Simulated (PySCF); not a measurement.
# C2H5ClOSi: the cost of one run

The runs use PySCF 2.14.0, with density-fitted response routines of our own; the level of theory stands in each step. All values are computed, except where a source is named. Atoms are numbered from 0 throughout.

### 1 The starting structure

10 atoms, charge 0, multiplicity 1; geometry from: GFN2-xTB. The atoms were then displaced at random by about 0.01 Å, so the start is not that level's minimum.

Bonds of the start (Å): C0–C1 1.31, C1–Cl2 1.75, C1–O3 1.35, O3–Si4 1.63, C0–H5 1.10, C0–H6 1.07, Si4–H7 1.47, Si4–H8 1.45, Si4–H9 1.45.

### 2 Optimising the geometry at PBE0-D3(BJ)/def2-SVP

The job: settings as JSON, then the geometry in Å.

```
{"job": {"xc": "PBE0", "basis": "def2-SVP", "d3": "d3bj", "grid": 1, "shake": 0.01, "kind": "geom"}, "charge": 0, "multiplicity": 1}
C     -1.680470     0.520370     1.120280
C     -0.831480     0.234520     0.170170
Cl    -1.319410     0.240850    -1.512330
O      0.466390    -0.083200     0.391090
Si     1.641840    -0.500700    -0.652520
H     -2.718630     0.807760     0.878920
H     -1.388880     0.538560     2.147230
H      2.695950    -0.694970     0.350270
H      1.907910     0.616460    -1.540260
H      1.277220    -1.700580    -1.373900
```

Launch:

```bash
$ OMP_NUM_THREADS=1 python probes_run.py task.json out
```

One launch serves the whole session: the jobs run in the order shown.

**Question.** How long does this first job take on 1 thread of Arm Neoverse V1, shared host, and how much memory does it need?

About 27 s, with a peak of 0.43 GiB.
